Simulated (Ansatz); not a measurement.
# LiTa3O4: the cost of one run

Method: DFT PBE, scalar-relativistic, plane waves, PAW, unless a step names another level, in Ansatz 0.2.0.

23 further runs of the same task are left out: 2 that didn't finish, 21 set aside as unsound or not needed.

**1. The formula and the candidates**

Pauling electronegativities: Li 0.98, Ta 1.50, O 3.44 (spread 2.46). No set of common oxidation states balances it. Tabulated atomic sizes suggest about 12 Å³/atom. 33 candidates were drawn, by swapping species into database cells of other compounds, at random by space group and Wyckoff sites, or by hand, as the table says; time allowed 29 of them to run, and these are listed.

| name | made from | space group no. | Wyckoff sites | atoms (primitive cell) | V (Å³/atom) |
| --- | --- | --- | --- | --- | --- |
| c01 | database cell of Tl3VSe4 | 217 | Li 2a; Ta 6b; O 8c | 8 | 13.2 |
| c02 | database cell of Li3FeO4 | 8 | Li 2a; Ta 4b, 2a; O 4b, 2a, 2a | 8 | 10.4 |
| c04 | random | 183 | Li 1a; Ta 3c; O 3c, 1a | 8 | 12.7 |
| c05 | random | 216 | Li 4a; Ta 4c, 4b, 4d; O 16e | 8 | 13.9 |
| c06 | database cell of Mg3ZnO4 | 65 | Li 2a; Ta 2b, 4f; O 4i, 4h | 8 | 9.9 |
| c07 | built by hand: Stuffed NbO, Cu3Au-ordered rocksalt | 221 | Li 1a; Ta 3c; O 3d, 1b | 8 | 11.6 |
| c08 | built by hand: Al3Ti-ordered rocksalt | 139 | Li 2a; Ta 4d, 2b; O 4c, 4e | 8 | 11.6 |
| c09 | random | 139 | Li 2a; Ta 4d, 2b; O 8j | 8 | 12.5 |
| c10 | built by hand: LiNbO2-derived layered intergrowth with WC-type TaO slabs | 194 | Li 2a; Ta 2d, 4f; O 4f, 4f | 16 | 11.6 |
| c12 | database cell of Ba4GaSn3 | 25 | Li 1a; Ta 1b, 1d, 1c; O 1a, 1b, 1d, 1c | 8 | 15.5 |
| c13 | database cell of Li3TaO4 | 139 | Li 2a; Ta 2b, 4d; O 4c, 4e | 8 | 10.5 |
| c14 | database cell of CaCd3O4 | 123 | Li 1a; Ta 2h, 1b; O 2g, 1c, 1d | 8 | 9.9 |
| c15 | database cell of NaCu3O4 | 65 | Li 2d; Ta 4i, 2b; O 8p | 8 | 13.2 |
| c16 | database cell of Zn3CdO4 | 156 | Li 1a; Ta 1a, 1b, 1b; O 1a, 1a, 1b, 1b | 8 | 12.7 |
| c17 | database cell of Li4ZnCd3 | 160 | Li 3a; Ta 3a, 3a, 3a; O 3a, 3a, 3a, 3a | 8 | 12.9 |
| c18 | random | 191 | Li 1a; Ta 3g; O 3f, 1b | 8 | 14.8 |
| c19 | random | 12 | Li 2d; Ta 4g, 2c; O 4e, 4f | 8 | 14.3 |
| c20 | random | 221 | Li 1a; Ta 3c; O 3d, 1b | 8 | 13.4 |
| c21 | random | 38 | Li 2b; Ta 4d, 2b; O 4e, 4c | 8 | 15.1 |
| c22 | random | 216 | Li 4d; Ta 4b, 4a, 4c; O 16e | 8 | 14.3 |
| c23 | database cell of AlCr3B4 | 47 | Li 1h; Ta 2q, 1b; O 2r, 2t | 8 | 10.3 |
| c24 | random | 229 | Li 2a; Ta 6b; O 8c | 8 | 11.7 |
| c25 | random | 191 | Li 1a; Ta 3g; O 4h | 8 | 15.0 |
| c26 | database cell of Sm3ErS4 | 47 | Li 1a; Ta 2t, 1c; O 1g, 2s, 1e | 8 | 10.7 |
| c27 | random | 156 | Li 1a; Ta 3d; O 3d, 1c | 8 | 15.1 |
| c28 | random | 221 | Li 1b; Ta 3c; O 3d, 1a | 8 | 13.4 |
| c30 | random | 47 | Li 1b; Ta 1f, 2s; O 4x | 8 | 14.6 |
| c32 | built by hand: (111)-layered rocksalt, extended alpha-NaFeO2 order | 166 | Li 3a; Ta 6c, 3b; O 6c, 6c | 8 | 11.6 |
| c33 | database cell of MnNi3O4 | 65 | Li 2b; Ta 4f, 2a; O 4i, 4h | 8 | 12.2 |

**2. Screening run of c15**

Contents of input.yaml:

```yaml
crystal:
  lattice:
    - [2.75301532, -5.48663003, 0.0]
    - [2.75301532, 5.48663003, 0.0]
    - [0.0, 0.0, 3.48257046]
  atoms:
    - { symbol: Li, position: [0.0, 0.0, 0.5] }
    - { symbol: Ta, position: [0.24299999, 0.75700001, 0.0] }
    - { symbol: Ta, position: [0.75700001, 0.24299999, 0.0] }
    - { symbol: Ta, position: [0.5, 0.5, 0.0] }
    - { symbol: O, position: [0.39148, 0.13108499, 0.0] }
    - { symbol: O, position: [0.86891501, 0.60852, 0.0] }
    - { symbol: O, position: [0.13108499, 0.39148, 0.0] }
    - { symbol: O, position: [0.60852, 0.86891501, 0.0] }
basis:
  ecutwfc: 420
kpoints:
  mp_grid: { grid: [3, 3, 5] }
hamiltonian:
  xc: pbe
scf:
  occupations: { method: gaussian, width: 0.2 }
  lower_state_search: "off"
output:
  forces: true
  stress: true
  eigenvalues: true
relax:
  adjacent_minimum: "off"
  f_tol: 0.08
  max_steps: 16
  cell: { stress_tol: 0.8 }
```

Started as:

```sh
ansatz run input.yaml --threads 1 --pin off --max-ram 2560MiB --backend cpu --events-out ev --progress --plain --runs-dir out
```

**Question.** How long does this run take on 1 thread of Intel Xeon at 2.70GHz, shared host, and how much memory does it need?

About 61 s, with a peak of 0.43 GiB.
